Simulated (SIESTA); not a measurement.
The system is Ba2Tl5V3O12.

```
Ba V Tl O
1.0
     8.15421    0.00000    0.00000
    -4.07711    7.06176    0.00000
     0.00000    0.00000    6.92128
Ba V Tl O
2 3 5 12
Direct
  0.00000 0.00000 0.23552
  0.00000 0.00000 0.76448
  0.50000 0.00000 0.00000
  0.00000 0.50000 0.00000
  0.50000 0.50000 0.00000
  0.50000 0.00000 0.50000
  0.00000 0.50000 0.50000
  0.50000 0.50000 0.50000
  0.33333 0.66667 0.22489
  0.66667 0.33333 0.77511
  0.33890 0.34334 0.81444
  0.65666 0.99556 0.81444
  0.00444 0.66110 0.81444
  0.34334 0.33890 0.18556
  0.99556 0.65666 0.18556
  0.66110 0.00444 0.18556
  0.66110 0.65666 0.18556
  0.34334 0.00444 0.18556
  0.99556 0.33890 0.18556
  0.65666 0.66110 0.81444
  0.00444 0.34334 0.81444
  0.33890 0.99556 0.81444
```

The cell was built by a generator and needn't be a form met in nature.

Base run:

- Program: SIESTA 5.4.2
- Functional: RPBE
- Potentials or basis: PseudoDojo 0.4 standard (PBE files)
- Basis: DZP (energy shift 0.003 Ry; two zetas on semicore shells; d shell added on Ba)
- Grid cutoff: 800 Ry
- Energy shift: 0.003 Ry
- k mesh: 4 × 4 × 4
- Occupations: fermi-dirac, width 0.05 eV
- Spin: collinear spin, ferromagnetic start
- Starting moments: [0.0, 0.0, 2.0, 2.0, 2.0, 0.0, 0.0, 0.0, 0.0, 0.0, 0.0, 0.0, 0.0, 0.0, 0.0, 0.0, 0.0, 0.0, 0.0, 0.0, 0.0, 0.0] μB

Its results: band gap on the k mesh none (metal or under the smearing width); pressure 4.3 GPa; net moment 0.00 μB per cell; largest force 0.325 eV/Å.

**Question.** After a change of settings the same cell gave: band gap on the k mesh none (metal or under the smearing width); pressure 5.6 GPa; net moment 0.00 μB per cell; largest force 0.455 eV/Å. Which change was it?
A. functional from RPBE to PBEsol; potentials or basis from PseudoDojo 0.4 standard (PBE files) to PseudoDojo 0.4 standard (PBEsol files)
B. functional from RPBE to BLYP
C. functional from RPBE to LDA; potentials or basis from PseudoDojo 0.4 standard (PBE files) to PseudoDojo 0.4 standard (LDA files)
D. functional from RPBE to AM05; potentials or basis from PseudoDojo 0.4 standard (PBE files) to PseudoDojo 0.4 standard (PBEsol files)

**Answer.** B.

Caveats: this set's barium file shifts pressures by up to 1 GPa against other sets; the potentials were made for another functional, which shifts forces and pressure; spin-orbit coupling is left out, which moves the levels of the heavy elements; the basis of atomic orbitals isn't converged, which shifts pressures, moduli and gaps; semilocal functionals often make such compounds metallic where correlation or magnetic order opens a gap, which also shifts bond lengths.

Runs at the PBE level aren't shown here.
